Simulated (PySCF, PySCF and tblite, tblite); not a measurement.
# C₅H₉FO: conformers and averaged spectra

Which conformers does C₅H₉FO (`C[C@@]1(F)CCOC1`) populate, and what do their averaged NMR parameters look like?

Computed with tblite 0.8.0 (tight binding) and PySCF 2.14.0 (DFT, with response routines of our own); each step states its level. Atoms count from 0 throughout.

### 1 The starting structure

16 atoms, charge 0, multiplicity 1; geometry from: MMFF94s geometry.

Bonds of the start (Å): C0–C1 1.53, C0–H7 1.10, C0–H8 1.09, C0–H9 1.10, C1–C3 1.51, C1–C6 1.52, C1–F2 1.35, C3–C4 1.51, C3–H10 1.10, C3–H11 1.10, C4–H12 1.09, C4–H13 1.08, C4–O5 1.43, C6–H14 1.09, C6–H15 1.10, O5–C6 1.45.

### 2 GFN2-xTB relaxation, conformer 1

Job settings and geometry (Å):

```
{"job": {"xc": "GFN2-xTB", "basis": "xTB", "kind": "relax"}, "charge": 0, "multiplicity": 1}
C      1.892400    -0.034100    -0.230300
C      0.378900     0.004300    -0.442100
F      0.142100    -0.269700    -1.744800
C     -0.389500    -0.984500     0.393600
C     -1.779700    -0.398300     0.355800
O     -1.612500     1.026300     0.383700
C     -0.270100     1.327200    -0.071100
H      2.378100     0.718700    -0.861900
H      2.293300    -1.012000    -0.510800
H      2.153800     0.167900     0.815600
H     -0.028700    -0.999700     1.434800
H     -0.370200    -2.014300     0.008800
H     -2.293900    -0.651000    -0.576800
H     -2.400700    -0.714700     1.184000
H     -0.339400     2.012300    -0.920000
H      0.238600     1.830600     0.770000
```

Launch:

```console
> OMP_NUM_THREADS=1 python ens_run.py task.json out
```

This one command runs the whole study; its stages follow in the order run.

Output:

```text
step      E/eV     max force
  0    -655.74504    1.448
  1    -655.82191    0.331
  2    -655.82966    0.251
  3    -655.83346    0.217
  4    -655.83837    0.153
  5    -655.84078    0.106
  6    -655.84235    0.098
  7    -655.84350    0.082
  8    -655.84452    0.071
  9    -655.84519    0.054
 10    -655.84569    0.057
 11    -655.84630    0.067
 12    -655.84723    0.086
 13    -655.84869    0.118
 14    -655.85090    0.122
 15    -655.85400    0.161
 16    -655.85787    0.196
 17    -655.86192    0.176
 18    -655.86509    0.136
 19    -655.86779    0.116
 20    -655.87077    0.136
 21    -655.87367    0.149
 22    -655.87578    0.139
 23    -655.87683    0.138
 24    -655.87827    0.080
 25    -655.87981    0.079
 26    -655.88191    0.086
 27    -655.88387    0.085
 28    -655.88519    0.086
 29    -655.88620    0.083
 30    -655.88772    0.096
 31    -655.88905    0.100
 32    -655.89009    0.073
 33    -655.89081    0.065
 34    -655.89159    0.064
 35    -655.89258    0.086
 36    -655.89363    0.106
 37    -655.89451    0.103
 38    -655.89524    0.089
 39    -655.89600    0.078
 40    -655.89697    0.074
 41    -655.89778    0.070
 42    -655.89864    0.086
 43    -655.89953    0.090
 44    -655.90042    0.073
 45    -655.90113    0.067
 46    -655.90173    0.070
 47    -655.90240    0.062
 48    -655.90323    0.075
 49    -655.90414    0.085
 50    -655.90493    0.065
 51    -655.90546    0.102
 52    -655.90605    0.065
 53    -655.90661    0.063
 54    -655.90726    0.075
 55    -655.90778    0.071
 56    -655.90823    0.052
 57    -655.90854    0.041
 58    -655.90882    0.034
 59    -655.90882    0.034
 60    -655.90893    0.033
 61    -655.90916    0.028
 62    -655.90925    0.032
 63    -655.90945    0.029
 64    -655.90956    0.025
 65    -655.90967    0.025
 66    -655.90975    0.025
 67    -655.90982    0.020
 68    -655.90986    0.014
 69    -655.90990    0.016
 70    -655.90992    0.012
 71    -655.90995    0.011
 72    -655.90997    0.009
 73    -655.90998    0.008
 74    -655.90999    0.007
 75    -655.90999    0.007
 76    -655.91000    0.006
 77    -655.91000    0.007
 78    -655.91001    0.007
 79    -655.91002    0.006
 80    -655.91003    0.006
 81    -655.91003    0.007
 82    -655.91003    0.008
 83    -655.91004    0.007
 84    -655.91005    0.008
 85    -655.91006    0.007
 86    -655.91007    0.008
 87    -655.91008    0.008
 88    -655.91009    0.009
 89    -655.91010    0.010
 90    -655.91012    0.010
 91    -655.91013    0.009
 92    -655.91014    0.009
 93    -655.91015    0.008
 94    -655.91016    0.010
 95    -655.91017    0.010
 96    -655.91018    0.010
 97    -655.91020    0.011
 98    -655.91021    0.011
 99    -655.91023    0.011
100    -655.91025    0.012
101    -655.91027    0.012
102    -655.91029    0.013
103    -655.91030    0.009
104    -655.91031    0.007
105    -655.91032    0.007
106    -655.91032    0.005
107    -655.91033    0.005
108    -655.91033    0.006
109    -655.91034    0.005
110    -655.91034    0.004
111    -655.91034    0.005
112    -655.91034    0.005
113    -655.91035    0.007
114    -655.91036    0.010
115    -655.91037    0.012
116    -655.91039    0.012
117    -655.91040    0.011
118    -655.91042    0.011
119    -655.91044    0.010
120    -655.91045    0.012
121    -655.91046    0.009
122    -655.91047    0.006
123    -655.91048    0.006
124    -655.91048    0.004
```

Run time: 0.63 s. Hardware: 1 thread of Arm Neoverse V1, shared host.

The energy fell by 0.165 eV, and the atoms moved 0.44 Å (root mean square).

GFN2-xTB relaxation, conformer 2:

Job settings and geometry (Å):

```
{"job": {"xc": "GFN2-xTB", "basis": "xTB", "kind": "relax"}, "charge": 0, "multiplicity": 1}
C     -1.741800    -0.018500    -0.297800
C     -0.481500    -0.128500     0.549500
F     -0.862900    -0.569300     1.811400
C      0.573500    -1.070700    -0.038800
C      1.414500    -0.105400    -0.864200
O      1.494700     1.093700    -0.085200
C      0.282100     1.204800     0.681100
H     -2.434400     0.681600     0.164200
H     -2.226900    -0.991400    -0.367000
H     -1.491800     0.331700    -1.296500
H      0.143200    -1.875000    -0.630300
H      1.160600    -1.492200     0.778800
H      2.443300    -0.456900    -1.044500
H      0.924700     0.092500    -1.846600
H      0.551000     1.384400     1.746100
H     -0.332100     2.059400     0.320600
```

Output:

```text
step      E/eV     max force
  0    -655.82765    0.900
  1    -655.84870    0.308
  2    -655.85559    0.224
  3    -655.85782    0.145
  4    -655.85931    0.079
  5    -655.85980    0.067
  6    -655.86027    0.054
  7    -655.86057    0.044
  8    -655.86077    0.032
  9    -655.86088    0.029
 10    -655.86097    0.024
 11    -655.86110    0.033
 12    -655.86127    0.037
 13    -655.86152    0.048
 14    -655.86189    0.063
 15    -655.86240    0.067
 16    -655.86299    0.061
 17    -655.86356    0.061
 18    -655.86410    0.052
 19    -655.86465    0.053
 20    -655.86520    0.056
 21    -655.86572    0.069
 22    -655.86617    0.064
 23    -655.86658    0.042
 24    -655.86696    0.040
 25    -655.86729    0.038
 26    -655.86757    0.044
 27    -655.86790    0.054
 28    -655.86845    0.066
 29    -655.86936    0.098
 30    -655.87057    0.112
 31    -655.87183    0.093
 32    -655.87299    0.087
 33    -655.87404    0.101
 34    -655.87386    0.194
 35    -655.87556    0.082
 36    -655.87601    0.052
 37    -655.87663    0.055
 38    -655.87688    0.055
 39    -655.87798    0.057
 40    -655.87849    0.053
 41    -655.87888    0.041
 42    -655.87921    0.046
 43    -655.87944    0.050
 44    -655.87966    0.033
 45    -655.87981    0.026
 46    -655.88001    0.029
 47    -655.88012    0.032
 48    -655.88026    0.027
 49    -655.88034    0.016
 50    -655.88039    0.013
 51    -655.88042    0.011
 52    -655.88045    0.010
 53    -655.88047    0.011
 54    -655.88049    0.011
 55    -655.88050    0.006
 56    -655.88051    0.006
 57    -655.88052    0.005
 58    -655.88052    0.005
 59    -655.88052    0.005
 60    -655.88053    0.005
 61    -655.88053    0.005
 62    -655.88054    0.006
 63    -655.88054    0.004
 64    -655.88054    0.005
 65    -655.88055    0.006
 66    -655.88055    0.007
 67    -655.88056    0.007
 68    -655.88056    0.005
 69    -655.88056    0.005
 70    -655.88057    0.005
 71    -655.88057    0.007
 72    -655.88057    0.004
 73    -655.88058    0.003
```

Run time: 0.35 s. Hardware: 1 thread of Arm Neoverse V1, shared host.

The energy fell by 0.053 eV, and the atoms moved 0.26 Å (root mean square).

### 3 Shieldings, conformer 1: PBE0/pcSseg-1

Job settings and geometry (Å):

```
{"job": {"xc": "PBE0", "basis": "pcSseg-1", "kind": "nmr", "pop": true}, "charge": 0, "multiplicity": 1}
C      1.876292     0.002645     0.001332
C      0.439898    -0.017291    -0.493985
F      0.472180    -0.240803    -1.868240
C     -0.439088    -1.087542     0.175262
C     -1.704502    -0.309760     0.556941
O     -1.269530     1.014648     0.780279
C     -0.331762     1.296136    -0.229385
H      2.442842     0.752763    -0.545995
H      2.337946    -0.968946    -0.161102
H      1.896137     0.240573     1.060797
H      0.057098    -1.477744     1.062336
H     -0.642824    -1.905716    -0.511761
H     -2.432207    -0.333651    -0.267013
H     -2.179506    -0.662757     1.471414
H     -0.836289     1.597081    -1.159256
H      0.305717     2.109307     0.116964
```

Output:

```text
coarse grid: 13184 points
cycle   1  E = -370.4052047284  dE =  8.876e-01  |g| = 7.078e-01  |ddm| = 3.394e+00
cycle   2  E = -370.3270714798  dE =  7.813e-02  |g| = 1.004e+00  |ddm| = 1.246e+00
cycle   3  E = -370.4944482638  dE = -1.674e-01  |g| = 9.045e-02  |ddm| = 7.831e-01
cycle   4  E = -370.4959388630  dE = -1.491e-03  |g| = 3.482e-02  |ddm| = 8.414e-02
cycle   5  E = -370.4962066977  dE = -2.678e-04  |g| = 4.919e-03  |ddm| = 2.893e-02
cycle   6  E = -370.4962100682  dE = -3.371e-06  |g| = 2.248e-03  |ddm| = 4.767e-03
final grid: 127200 points
cycle   7  E = -370.5570955001  dE = -3.897e-05  |g| = 1.278e-02  |ddm| = 3.064e-02
cycle   8  E = -370.5570611436  dE =  3.436e-05  |g| = 1.897e-02  |ddm| = 2.002e-02
cycle   9  E = -370.5571260038  dE = -6.486e-05  |g| = 1.248e-03  |ddm| = 1.245e-02
cycle  10  E = -370.5571263259  dE = -3.221e-07  |g| = 1.894e-04  |ddm| = 1.142e-03
cycle  11  E = -370.5571263335  dE = -7.665e-09  |g| = 4.206e-05  |ddm| = 1.912e-04
cycle  12  E = -370.5571263338  dE = -2.399e-10  |g| = 2.322e-05  |ddm| = 4.385e-05
converged SCF energy = -370.5571263338

GIAO shielding tensors (ppm)
atom      isotropic    diamagn.    paramagn.     s11        s22        s33       span
  0 C      157.985     248.241     -90.256    142.671    148.939    182.345     39.674
  1 C       82.735     244.649    -161.915     51.990     68.222    127.992     76.002
  2 F      339.150     475.982    -136.832    304.732    339.109    373.609     68.877
  3 C      142.070     250.180    -108.109    117.585    138.579    170.047     52.463
  4 C      114.726     245.727    -131.001     71.308    104.290    168.581     97.273
  5 O      272.517     396.318    -123.802    183.234    273.685    360.632    177.398
  6 C      102.595     246.295    -143.701     69.388     98.600    139.795     70.406
  7 H       30.050      29.444       0.606     26.162     27.801     36.188     10.026
  8 H       29.891      29.595       0.296     25.917     28.131     35.626      9.709
  9 H       30.590      30.490       0.100     26.980     28.744     36.047      9.068
 10 H       29.894      31.705      -1.811     25.381     29.509     34.791      9.410
 11 H       29.510      30.773      -1.264     26.333     27.592     34.604      8.271
 12 H       27.713      29.390      -1.677     22.796     26.736     33.607     10.810
 13 H       27.526      28.704      -1.177     23.292     25.846     33.440     10.148
 14 H       27.711      29.979      -2.268     23.418     27.786     31.930      8.512
 15 H       27.730      30.239      -2.508     24.265     27.696     31.230      6.964
```

It took 18 s on 1 thread of Arm Neoverse V1, shared host; peak memory 0.68 GiB.

This run: HOMO -7.51 eV, LUMO 1.45 eV; dipole 1.28 D.

### 4 Shieldings, conformer 2: PBE0/pcSseg-1

Job settings and geometry (Å):

```
{"job": {"xc": "PBE0", "basis": "pcSseg-1", "kind": "nmr", "pop": false}, "charge": 0, "multiplicity": 1}
C     -1.825553    -0.054542    -0.162168
C     -0.471059    -0.133017     0.524860
F     -0.691992    -0.582305     1.822912
C      0.533076    -1.063949    -0.172978
C      1.550546    -0.082680    -0.760601
O      1.593138     0.995329     0.147389
C      0.271335     1.221541     0.579356
H     -2.456521     0.673179     0.343165
H     -2.312680    -1.026071    -0.117565
H     -1.701544     0.237225    -1.201069
H      0.066870    -1.691481    -0.928418
H      1.004376    -1.695031     0.580382
H      2.557876    -0.489715    -0.841231
H      1.219162     0.266206    -1.751016
H      0.306825     1.617531     1.595334
H     -0.227563     1.947860    -0.077551
```

Output:

```text
coarse grid: 13184 points
cycle   1  E = -370.4017510416  dE =  8.931e-01  |g| = 7.164e-01  |ddm| = 3.401e+00
cycle   2  E = -370.3153089884  dE =  8.644e-02  |g| = 1.034e+00  |ddm| = 1.332e+00
cycle   3  E = -370.4935235846  dE = -1.782e-01  |g| = 9.483e-02  |ddm| = 8.489e-01
cycle   4  E = -370.4951769860  dE = -1.653e-03  |g| = 3.542e-02  |ddm| = 8.737e-02
cycle   5  E = -370.4954616293  dE = -2.846e-04  |g| = 4.622e-03  |ddm| = 3.011e-02
cycle   6  E = -370.4954651828  dE = -3.554e-06  |g| = 1.591e-03  |ddm| = 4.404e-03
final grid: 127200 points
cycle   7  E = -370.5561172226  dE = -3.774e-05  |g| = 1.238e-02  |ddm| = 2.731e-02
cycle   8  E = -370.5560844388  dE =  3.278e-05  |g| = 1.844e-02  |ddm| = 1.999e-02
cycle   9  E = -370.5561462789  dE = -6.184e-05  |g| = 1.276e-03  |ddm| = 1.241e-02
cycle  10  E = -370.5561466086  dE = -3.297e-07  |g| = 1.981e-04  |ddm| = 1.229e-03
cycle  11  E = -370.5561466162  dE = -7.622e-09  |g| = 4.223e-05  |ddm| = 1.825e-04
cycle  12  E = -370.5561466165  dE = -3.417e-10  |g| = 1.518e-05  |ddm| = 5.119e-05
converged SCF energy = -370.5561466165

GIAO shielding tensors (ppm)
atom      isotropic    diamagn.    paramagn.     s11        s22        s33       span
  0 C      159.632     248.299     -88.668    145.169    151.856    181.870     36.702
  1 C       81.924     244.676    -162.752     51.032     67.841    126.899     75.867
  2 F      335.038     475.567    -140.529    297.601    329.641    377.870     80.269
  3 C      140.951     250.548    -109.597    116.346    138.186    168.319     51.973
  4 C      114.654     246.908    -132.254     69.722    105.986    168.255     98.533
  5 O      272.433     395.726    -123.293    185.875    271.062    360.360    174.485
  6 C      102.934     246.598    -143.664     70.751     97.200    140.851     70.100
  7 H       30.117      29.384       0.733     26.257     28.038     36.056      9.799
  8 H       29.966      29.476       0.490     26.103     27.885     35.910      9.807
  9 H       30.657      30.665      -0.008     26.829     29.047     36.095      9.266
 10 H       29.922      31.589      -1.666     26.483     28.865     34.419      7.937
 11 H       29.135      30.801      -1.665     25.128     27.867     34.410      9.282
 12 H       27.368      28.614      -1.246     23.122     25.733     33.249     10.127
 13 H       28.099      30.150      -2.051     23.283     27.147     33.867     10.583
 14 H       27.239      29.488      -2.248     23.777     26.744     31.197      7.420
 15 H       28.136      30.588      -2.452     23.489     29.131     31.789      8.300
```

Run time: 16 s. Hardware: 1 thread of Arm Neoverse V1, shared host; peak memory 0.76 GiB.

In short: HOMO -7.43 eV, LUMO 1.30 eV; dipole 2.25 D.

### 5 The ensemble: properties at PBE0/pcSseg-1

Job settings and geometry (Å):

```
{"job": {"study": "conf", "smiles": "C[C@@]1(F)CCOC1", "search": {"seed": 5855, "n_embed": 60, "ff_keep": 14, "window": 3.0, "nmax": 10, "temps": [220, 260, 298.15, 340, 380], "t_ref": 298.15, "order": 0.001}, "level": {"nmr": {"xc": "PBE0", "basis": "pcSseg-1"}}, "kind": "conf"}, "charge": 0, "multiplicity": 1}
C      1.876292     0.002645     0.001332
C      0.439898    -0.017291    -0.493985
F      0.472180    -0.240803    -1.868240
C     -0.439088    -1.087542     0.175262
C     -1.704502    -0.309760     0.556941
O     -1.269530     1.014648     0.780279
C     -0.331762     1.296136    -0.229385
H      2.442842     0.752763    -0.545995
H      2.337946    -0.968946    -0.161102
H      1.896137     0.240573     1.060797
H      0.057098    -1.477744     1.062336
H     -0.642824    -1.905716    -0.511761
H     -2.432207    -0.333651    -0.267013
H     -2.179506    -0.662757     1.471414
H     -0.836289     1.597081    -1.159256
H      0.305717     2.109307     0.116964
```

Output:

```text
conformer  sym    E(xTB)   E(DFT)   G(298.15 K)  weight  dipole/D
    1     C1      0.000    0.000    0.000   0.6963    1.283
    2     C1      0.690    0.573    0.491   0.3037    2.246

mean shielding (ppm) by class
class atoms           220 K      260 K   298.15 K      340 K      380 K
  0 C  0            158.383    158.441    158.485    158.524    158.554
  1 C  1             82.539      82.51     82.488     82.469     82.454
  2 F  2            338.156    338.011    337.901    337.804    337.728
  3 C  3              141.8     141.76     141.73    141.704    141.683
  4 C  4            114.709    114.706    114.704    114.703    114.701
  5 O  5            272.496    272.493    272.491    272.489    272.488
  6 C  6            102.677    102.689    102.698    102.706    102.712
  7 H  7,8,9         30.194     30.196     30.198       30.2     30.201
  8 H  10            29.901     29.902     29.902     29.903     29.904
  9 H  11            29.419     29.406     29.396     29.387      29.38
 10 H  12             27.63     27.617     27.608       27.6     27.594
 11 H  13            27.665     27.685       27.7     27.714     27.724
 12 H  14            27.597     27.581     27.568     27.557     27.548
 13 H  15            27.828     27.843     27.853     27.863     27.871
```

Wall time 37 s (1 thread of Arm Neoverse V1, shared host). This counts the runs that the step sums up.

The search (ETKDG and KDG, MMFF94s, GFN2-xTB) embedded 60 structures, kept 2 distinct ones after the force field and 2 after xTB; 2 within 3.0 kcal/mol were carried on. Energies: PBE0/pcSseg-1 with D3(BJ).

The conformers at 298 K:

| no. | group | mirror pair | ΔE xTB | ΔE DFT | ΔG | weight (%) | μ (D) | A, B, C (GHz) |
| --- | --- | --- | --- | --- | --- | --- | --- | --- |
| 1 | C1 | no | 0.00 | 0.00 | 0.00 | 69.6 | 1.28 | 4.21, 2.24, 2.13 |
| 2 | C1 | no | 0.69 | 0.57 | 0.49 | 30.4 | 2.25 | 4.21, 2.24, 2.12 |

Energies in kcal/mol. ΔG holds xTB vibrations and rotation, symmetry numbers and mirror pairs.

Weights (%) by temperature:

| no. | 220 K | 260 K | 298 K | 340 K | 380 K |
| --- | --- | --- | --- | --- | --- |
| 1 | 75.8 | 72.3 | 69.6 | 67.3 | 65.4 |
| 2 | 24.2 | 27.7 | 30.4 | 32.7 | 34.6 |

How the weights hang on the way they are made:

| scheme | 1 | 2 | mean μ (D) |
| --- | --- | --- | --- |
| DFT free energy | 70 | 30 | 1.58 |
| DFT energy, symmetry counted | 72 | 28 | 1.55 |
| DFT energy alone | 72 | 28 | 1.55 |
| xTB energy, symmetry counted | 76 | 24 | 1.51 |
| xTB free energy | 74 | 26 | 1.54 |
| lowest conformer only | 100 | 0 | 1.28 |
| equal weights | 50 | 50 | 1.76 |

Shifts against references run at the same level (13C TMS 186.9, 1H TMS 31.72, 19F CFCl3 170.9, 17O H2O 336.1 ppm of shielding), by class of atoms, at 298 K:

```csv
atoms,environment,no. 1,no. 2,average
C1,fully substituted sp3 carbon bonded to F,104.2,105.0,104.4
C6,sp3 CH2 bonded to O,84.3,84.0,84.2
C4,sp3 CH2 bonded to O,72.2,72.3,72.2
C3,sp3 CH2 in a ring,44.9,46.0,45.2
C0,methyl carbon,28.9,27.3,28.4
H14,hydrogen on an sp3 CH2 bonded to O,4.00,4.48,4.15
H12,hydrogen on an sp3 CH2 bonded to O,4.00,4.35,4.11
H13,hydrogen on an sp3 CH2 bonded to O,4.19,3.62,4.02
H15,hydrogen on an sp3 CH2 bonded to O,3.99,3.58,3.86
H11,hydrogen on an sp3 CH2 in a ring,2.21,2.58,2.32
H10,hydrogen on an sp3 CH2 in a ring,1.82,1.79,1.81
"H7, H8, H9",hydrogen on a methyl carbon,1.54,1.47,1.52
F2,fluorine on an sp3 carbon,-168.2,-164.1,-167.0
O5,ether oxygen,63.6,63.6,63.6
```

Effective distances for nuclear Overhauser effects, ⟨r⁻⁶⟩^(−1/6) over all pairs of two classes (Å): H10···H11 1.78; H12···H13 1.79; H14···H15 1.79; H11···H12 2.40; H10···H13 2.42; H7···H10 2.74; H7···H15 2.76; H12···H14 2.81.

### 6 Summary of results

| quantity | value |
| --- | --- |
| conformers | 2; the first in weight is no. 1 (C1), 70 % at 298 K |
| root-mean-square dipole | 1.64 D |
| averaged 13C shifts (PBE0/pcSseg-1) | 104.4, 84.2, 72.2, 45.2, 28.4 ppm |
| averaged 1H shifts (PBE0/pcSseg-1) | 4.15, 4.11, 4.02, 3.86, 2.32, 1.81, 1.52 ppm |
| averaged 19F shifts (PBE0/pcSseg-1) | -167.0 ppm |

In words: At 298 K conformer 1 holds 70 % of the ensemble (76 % at 220 K, 65 % at 380 K). Among conformers over 5 %, H13 differs by 0.57 ppm, while the average moves by 0.06 ppm from 220 to 380 K.
